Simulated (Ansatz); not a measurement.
# GaP: the cost of one run

Method: DFT LDA, scalar-relativistic, plane waves, PAW, in Ansatz 0.2.0.

6 further runs of the same task are left out: 6 set aside as unsound or not needed.

**1. Starting point**

The structure is cubic, space group F-43m (No. 216). The conventional cell has a = 5.391 Å, b = 5.391 Å, c = 5.391 Å, α = 90.00°, β = 90.00°, γ = 90.00°. Ga (site symmetry -43m) has 4 P at 2.33 Å as nearest neighbours. Around P (site symmetry -43m) lie 4 Ga at 2.33 Å.

Coordinates:

```cif
data_structure
_symmetry_space_group_name_H-M 'P 1'
_symmetry_Int_Tables_number 1
_cell_length_a 3.8122
_cell_length_b 3.8122
_cell_length_c 3.8122
_cell_angle_alpha 60.000
_cell_angle_beta 60.000
_cell_angle_gamma 60.000
_cell_volume 39.18
loop_
_atom_site_label
_atom_site_type_symbol
_atom_site_fract_x
_atom_site_fract_y
_atom_site_fract_z
_atom_site_occupancy
Ga1 Ga 0.00000 0.00000 0.00000 1
P1 P 0.75000 0.75000 0.75000 1
```

This cell was relaxed beforehand with the same method: volume 19.59 Å³/atom, gap on the mesh 1.43 eV.

**2. Linear response at Γ**

Input file input.yaml:

```yaml
crystal:
  lattice:
    - [0.0, 2.7280790304, 2.7280790304]
    - [2.7280790304, 0.0, 2.7280790304]
    - [2.7280790304, 2.7280790304, 0.0]
  atoms:
    - { symbol: Ga, position: [0.0, 0.0, 0.0] }
    - { symbol: P, position: [0.75, 0.75, 0.75] }
basis:
  ecutwfc: 420
kpoints:
  mp_grid: { grid: [8, 8, 8] }
hamiltonian:
  xc: lda
scf:
  occupations: { method: fixed }
output:
  eigenvalues: true
phonons:
  method: dfpt
  dielectric: true
  rigid_motions: translations
  eigenvectors: true
```

Launch:

```sh
$ ansatz run input.yaml --threads 1 --pin off --max-ram 3072MiB --backend cpu --events-out ev --progress --plain --runs-dir out
```

What time and memory should one allow on 1 thread of AMD EPYC (Zen 3), shared host?

About 91 s, with a peak of 0.55 GiB.
